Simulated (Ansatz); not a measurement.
**Ga: an axial (c/a) deformation path**

An exercise on one series of results from a longer session: the logs are not shown, and one member is left open.

Computed with Ansatz 0.2.0 (DFT PBEsol, scalar-relativistic, plane waves, PAW, unless a step's input says otherwise).

## The starting structure

Symmetry: Cmcm, No. 63, orthorhombic system. Conventional cell: a = 2.900 Å, b = 8.130 Å, c = 3.170 Å, α = 90.00°, β = 90.00°, γ = 90.00°. Ga (site symmetry m2m) is surrounded by 8 Ga at 2.68 to 2.90 Å.

Coordinates:

```
CELL_PARAMETERS angstrom
1.45000 -4.06500 0.00000
1.45000 4.06500 0.00000
0.00000 0.00000 3.17000
ATOMIC_POSITIONS crystal
Ga 0.86700 0.13300 0.25000
Ga 0.13300 0.86700 0.75000
```

The cell is taken as given, not relaxed at this level.

## The reference cell

Reference values: F = -7486.3554 eV; pressure -1.89 GPa; largest force 0.198 eV/Å; gap on the mesh none (metal). It was computed beforehand with the settings of the runs below.

Set-up of the first run:

At fixed volume and fractional coordinates, lengths along (0.000, 0.000, 1.000) are scaled against those across it; ρ is that ratio over its starting value.

input.yaml

```yaml
crystal:
  lattice:
    - [1.5307174284, -4.2912871354, 0.0]
    - [1.5307174284, 4.2912871354, 0.0]
    - [0.0, 0.0, 2.8444952488]
  atoms:
    - { symbol: Ga, position: [0.867, 0.133, 0.25] }
    - { symbol: Ga, position: [0.133, 0.867, 0.75] }
basis:
  ecutwfc: 420
kpoints:
  mp_grid: { grid: [20, 20, 16] }
hamiltonian:
  xc: pbesol
scf:
  occupations: { method: gaussian, width: 0.15 }
output:
  forces: true
  stress: true
  eigenvalues: true
```

Run with:

```
> ansatz run input.yaml --threads 1 --pin off --max-ram 2560MiB --backend cpu --events-out ev --progress --plain --runs-dir out
```

Steps of the session up to this table: ρ = 0.850; At ρ = 1.200; ρ = 0.920; Point ρ = 1.100; ρ = 0.960; At ρ = 1.050; ρ = 0.800; At ρ = 1.300.

One of the session's tables, all rows but one given; the rest of the session is left out.

It belongs to the step «The scan collected». The scan, with free energies counted from the undisturbed cell:

```
    ρ  ΔE (meV/atom)  pressure (GPa)
0.800           51.8            -0.1
0.850           34.8            -0.7
0.920           15.9            -1.4
0.960            7.3            -1.7
1.000            0.0            -1.9
1.050           -6.3            -2.1
1.100              ?               ?
1.200           -0.1            -1.8
1.300           15.0            -1.3
```

Q: Estimate the row for ρ = 1.100 from the others.

Worked estimate for «ΔE (meV/atom)». A straight line through the neighbours (1.050, -6.3) and (1.200, -0.1) gives -6.3 + (-0.1 + 6.3) × (1.100 − 1.050) / (1.200 − 1.050) = -4.2; a parabola fitted to 4 rows on both sides gives -6.3.

The run gave: ΔE (meV/atom): -8.8; pressure (GPa): -2.2. In «ΔE (meV/atom)» the line misses by +4.6 and the parabola by +2.5. Between these rows the values bend or scatter more than so simple an estimate can follow.
